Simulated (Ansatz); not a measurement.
# MnS: the cost of one run

Computed with Ansatz 0.2.0 (DFT PBE+D3(BJ), scalar-relativistic, plane waves, PAW, unless a step's input says otherwise).

The COD entry's cell or inner coordinates are ideal or old and differ from later refinements, so a difference from it is no clean test against experiment.

## Step 1: The structure to begin with

The structure is cubic, space group Fm-3m (No. 225). The conventional cell has a = 5.209 Å, b = 5.209 Å, c = 5.209 Å, α = 90.00°, β = 90.00°, γ = 90.00°. Around Mn (site symmetry m-3m) lie 6 S at 2.60 Å. Around S (site symmetry m-3m) lie 6 Mn at 2.60 Å.

Structure file:

```
CELL_PARAMETERS angstrom
0.00000 2.60450 2.60450
2.60450 0.00000 2.60450
2.60450 2.60450 0.00000
ATOMIC_POSITIONS crystal
Mn 0.00000 0.00000 0.00000
S 0.50000 0.50000 0.50000
```

The structure comes from the Crystallography Open Database.

(A quick probe on a coarse mesh, which set the mesh and smearing, is not shown.)

## Step 3: Relaxing cell and atoms

The input, input.yaml:

```yaml
crystal:
  lattice:
    - [0.0, 2.6045, 2.6045]
    - [2.6045, 0.0, 2.6045]
    - [2.6045, 2.6045, 0.0]
  atoms:
    - { symbol: Mn, position: [0.0, 0.0, 0.0], spin: 4.6 }
    - { symbol: S, position: [0.5, 0.5, 0.5], spin: 0.15 }
basis:
  ecutwfc: 420
kpoints:
  mp_grid: { grid: [12, 12, 12] }
hamiltonian:
  xc: pbe
  dispersion: d3bj
scf:
  occupations: { method: gaussian, width: 0.1 }
output:
  forces: true
  stress: true
  eigenvalues: true
  populations: true
magnetization:
  spin_polarized: true
relax:
  adjacent_minimum: "off"
  f_tol: 0.02
  max_steps: 70
  cell: { stress_tol: 0.1 }
```

Started as:

```
ansatz run input.yaml --threads 2 --pin off --max-ram 5120MiB --backend cpu --events-out ev --progress --plain --runs-dir out
```

Q: Estimate wall time and peak memory on 2 threads of Arm Neoverse V2, shared host.

About 42 s, with a peak of 0.38 GiB.
